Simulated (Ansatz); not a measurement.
# GaO: further runs on a relaxed guess

Aim: for this structure of GaO, see whether it has a gap, which orbitals make up the states near it and how charge is shared.

Method: DFT PBE, scalar-relativistic, plane waves, PAW, in Ansatz 0.2.0.

### Step 1. The structure to begin with

It takes space group P6_3/mmc (No. 194, hexagonal). Conventional cell: a = 3.451 Å, b = 3.451 Å, c = 6.423 Å, α = 90.00°, β = 90.00°, γ = 120.00°. Ga (site symmetry -6m2) has 3 O at 1.99 Å in its first shell of neighbours. O (site symmetry -6m2) is surrounded by 3 Ga at 1.99 Å.

Coordinates:

```cif
data_structure
_symmetry_space_group_name_H-M 'P 1'
_symmetry_Int_Tables_number 1
_cell_length_a 3.4505
_cell_length_b 3.4505
_cell_length_c 6.4230
_cell_angle_alpha 90.000
_cell_angle_beta 90.000
_cell_angle_gamma 120.000
_cell_volume 66.23
loop_
_atom_site_label
_atom_site_type_symbol
_atom_site_fract_x
_atom_site_fract_y
_atom_site_fract_z
_atom_site_occupancy
Ga1 Ga 0.33333 0.66667 0.25000 1
Ga2 Ga 0.66667 0.33333 0.75000 1
O1 O 0.33333 0.66667 0.75000 1
O2 O 0.66667 0.33333 0.25000 1
```

The cell was relaxed beforehand at this level, from a database cell with other species swapped in; it needn't be the stable form of this composition. At a tolerance of 0.05 Å it has space group P6_3/mmc (No. 194); it has 16.56 Å³/atom, an uncorrected energy of -0.91 eV/atom over the elements.

### Step 2. Electronic structure at the relaxed geometry

The input, input.yaml:

```yaml
crystal:
  lattice:
    - [3.4505165735, 0.0, 0.0]
    - [-1.7252582867, 2.9882350088, 0.0]
    - [0.0, 0.0, 6.4229748311]
  atoms:
    - { symbol: Ga, position: [0.3333333333, 0.6666666667, 0.25] }
    - { symbol: Ga, position: [0.6666666667, 0.3333333333, 0.75] }
    - { symbol: O, position: [0.3333333333, 0.6666666667, 0.75] }
    - { symbol: O, position: [0.6666666667, 0.3333333333, 0.25] }
basis:
  ecutwfc: 420
kpoints:
  mp_grid: { grid: [18, 18, 8] }
  band_path:
    path:
      - [[0.0, 0.0, 0.0], [0.5, 0.0, 0.0], [0.33333333, 0.33333333, 0.0], [0.0, 0.0, 0.0], [0.0, 0.0, 0.5], [0.5, 0.0, 0.5], [0.33333333, 0.33333333, 0.5], [0.0, 0.0, 0.5]]
      - [[0.5, 0.0, 0.5], [0.5, 0.0, 0.0]]
      - [[0.33333333, 0.33333333, 0.5], [0.33333333, 0.33333333, 0.0]]
    npoints: 14
hamiltonian:
  xc: pbe
scf:
  occupations: { method: gaussian, width: 0.1 }
  n_extra_bands: 10
output:
  forces: true
  stress: true
  eigenvalues: true
  populations: true
  dos: { projected: true, de: 0.02, nscf_kmesh: { grid: [22, 22, 10] } }
  bader: true
  write_density: true
  write_potential: true
  elf: true
  volumetric_format: npy
```

Launch:

```console
ansatz run input.yaml --threads 1 --pin off --max-ram 2560MiB --backend cpu --events-out ev --progress --plain --runs-dir out
```

Q: Predict the outcome of this session. Wanted: gap; states at the Fermi level; Bader charges.

As calculated:

| quantity | value |
| --- | --- |
| gap | none (metal) |
| states at the Fermi level | 1.45 per eV per cell |
| Bader charges | Ga +1.26, O -1.26 e |

**Reading.** There is no gap at this level. Of the projected weight within 0.25 eV of the Fermi level, the largest part is Ga 4s (35 %) and Ga 4p (28 %). Bader charges reach 1.3 e, so charge transfer in this metal is strong. Spin polarisation is off in the runs that give these values; a magnetic solution could lie lower.
